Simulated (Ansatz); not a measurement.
A run of Ansatz 0.2.0 is set up as follows.

The input input.yaml:

```yaml
crystal:
  lattice:
    - [0.0, 2.897844, 2.897844]
    - [2.897844, 0.0, 2.897844]
    - [2.897844, 2.897844, 0.0]
  atoms:
    - { symbol: Ge, position: [0.0, 0.0, 0.0] }
    - { symbol: Ga, position: [0.25, 0.25, 0.25] }
kpoints:
  mp_grid: { grid: [8, 8, 8] }
scf:
  occupations: { method: gaussian, width: 0.1 }
hamiltonian:
  xc: pbe
  pseudopotentials: { kind: all_electron, lapw: { basis_error: 0.001 } }
output:
  forces: true
  stress: true
  eigenvalues: true
```

Potentials or basis: all-electron LAPW, scalar-relativistic.

Command:

```sh
$ ansatz run input.yaml --threads 1 --pin off --max-ram 3072MiB --backend cpu --events-out ev --progress --plain --runs-dir out
```

(1) What does it give for the pressure?

(2) Estimate the band gap on the k mesh.

Results:

(1) 0.2 GPa.

(2) none (metal or under the smearing width).
